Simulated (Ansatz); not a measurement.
# AlH4OPSi: a ladder of functionals and wavefunction methods

An exercise on one series of results from a longer session: the logs are not shown, and one member is left open.

Method: functionals in def2-TZVPP, the program's frozen cores in correlated methods; program: Ansatz 0.2.0, Gaussian basis.

The runs, in order: LDA (SPW92), PBE-D4, revPBE-D4, BLYP-D4, r2SCAN-D4, B97M-V, PBE0-D4, B3LYP-D4, r2SCANh-D4, r2SCAN0-D4, HSE06-D4, BHLYP-D4, CAM-B3LYP-D4, LC-ωPBE, ωB97X-V, ωB97M-V, B2PLYP, PBE-QIDH; CCSD(T)/def2-SVP; CCSD(T)/def2-TZVPP; MP2/def2-QZVPP; extrapolation to the limit; RPA on PBE.

## The relaxed structure

All runs share one geometry, relaxed beforehand with PBE0-D4 in a triple-zeta def2 set.

8 atoms, charge 0, spin multiplicity 1.

Atoms are counted from 1 here; the program's logs count them from 0.

Bond lengths: O1–P2 1.902 Å, O1–Al3 1.879 Å, O1–H5 0.965 Å, P2–Al3 2.367 Å, P2–Si4 2.271 Å, Al3–Si4 2.348 Å, Al3–H6 1.576 Å, Si4–H7 1.491 Å, Si4–H8 1.488 Å. Angles: P2–O1–Al3 77.5°, P2–O1–H5 107.5°, Al3–O1–H5 119.6°, O1–P2–Al3 50.8°, O1–P2–Si4 87.1°, Al3–P2–Si4 60.8°, O1–Al3–P2 51.7°, O1–Al3–Si4 85.4°, O1–Al3–H6 117.6°, P2–Al3–Si4 57.6°, P2–Al3–H6 137.0°, Si4–Al3–H6 156.9°, P2–Si4–Al3 61.6°, P2–Si4–H7 120.0°, P2–Si4–H8 104.5°, Al3–Si4–H7 135.4°, Al3–Si4–H8 111.9°, H7–Si4–H8 110.2°.

The first run:

in.yaml reads:

```yaml
crystal:
  periodic: [false, false, false]
  atoms:
    - {symbol: O, position_ang: [-0.091380, 1.406538, -0.709401]}
    - {symbol: P, position_ang: [-1.199379, -0.129605, -0.883901]}
    - {symbol: Al, position_ang: [0.042568, 0.613654, 0.989141]}
    - {symbol: Si, position_ang: [0.580155, -1.351537, -0.177668]}
    - {symbol: H, position_ang: [-0.650778, 2.183155, -0.829733]}
    - {symbol: H, position_ang: [-0.206320, 1.532152, 2.245640]}
    - {symbol: H, position_ang: [1.639574, -1.755222, -1.146075]}
    - {symbol: H, position_ang: [-0.022242, -2.556135, 0.456096]}
basis:
  gaussian: {orbitals: def2-TZVPP}
hamiltonian: {xc: lda}
output: {orbitals: {seedname: orbitals}}
```

The run is started by

```bash
> ansatz run in.yaml --threads 2 --pin off --events-out ev --progress --plain --max-ram 4352MiB
```

Among the steps run: LDA; PBE-D4 (GGA); revPBE-D4 (GGA); BLYP-D4 (GGA); r2SCAN-D4 (meta-GGA); B97M-V (meta-GGA); PBE0-D4 (hybrid); B3LYP-D4 (hybrid); r2SCANh-D4 (hybrid); r2SCAN0-D4 (hybrid); HSE06-D4 (hybrid); BHLYP-D4 (hybrid); CAM-B3LYP-D4 (range-separated); LC-ωPBE (range-separated); ωB97X-V (range-separated); ωB97M-V (range-separated); B2PLYP (double hybrid); PBE-QIDH (double hybrid).

One table of the session follows, with a row left open; its other results are not shown here.

It belongs to the step «Frontier levels by functional». 

```
  functional  HOMO (eV)  LUMO (eV)  gap (eV)
 LDA (SPW92)      -5.03      -2.69      2.34
      PBE-D4      -4.92      -2.51      2.41
   revPBE-D4      -4.88      -2.43      2.45
     BLYP-D4      -4.74      -2.34      2.40
   r2SCAN-D4      -5.09      -2.32      2.77
      B97M-V      -5.15      -2.32      2.83
     PBE0-D4      -5.85      -1.61      4.24
    B3LYP-D4      -5.64      -1.78      3.86
  r2SCANh-D4      -5.44      -1.99      3.45
  r2SCAN0-D4      -5.96      -1.50      4.45
    HSE06-D4          ?          ?         ?
    BHLYP-D4      -6.63      -0.62      6.01
CAM-B3LYP-D4      -6.97      -0.51      6.46
     LC-ωPBE      -8.20       0.60      8.80
     ωB97X-V      -7.92       0.48      8.39
     ωB97M-V      -7.73       0.26      7.99
```

Estimate the missing values for HSE06-D4.

The run gave: HOMO (eV): -5.46; LUMO (eV): -1.98; gap (eV): 3.48. In the column «HOMO (eV)» it lies between B3LYP-D4 (-5.64) and r2SCANh-D4 (-5.44).
